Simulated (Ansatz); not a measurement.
Al3Au:

```xyz
4
Lattice="-2.0253 2.0253 4.0566 2.0253 -2.0253 4.0566 2.0253 2.0253 -4.0566" Properties=species:S:1:pos:R:3 pbc="T T T"
Au    0.0000    0.0000    0.0000
Al    0.0000    0.0000    4.0566
Al    2.0253    0.0000    2.0283
Al    0.0000    2.0253    2.0283
```

The cell comes from a database or a generator and needn't be the stable form of this composition.

Base run:

```yaml
Program: Ansatz 0.2.0
Functional: LDA
Potentials_or_basis: all-electron LAPW, scalar-relativistic
Cutoff: 178 eV
Density_cutoff: 711 eV
Basis_error_allowed: 0.002 eV/atom
k_mesh: 9 × 9 × 9
Occupations: fermi-dirac, width 0.05 eV
Spin: no spin polarisation
```

Its results: pressure -4.9 GPa.

**Question.** The run is repeated on the same cell with these changes: functional from LDA to PBEsol. What comes out?

**Answer.** Pressure -2.6 GPa.

PBEsol binds less tightly than LDA, so the same cell stands under more pressure.

Not every run made on this cell is shown here.
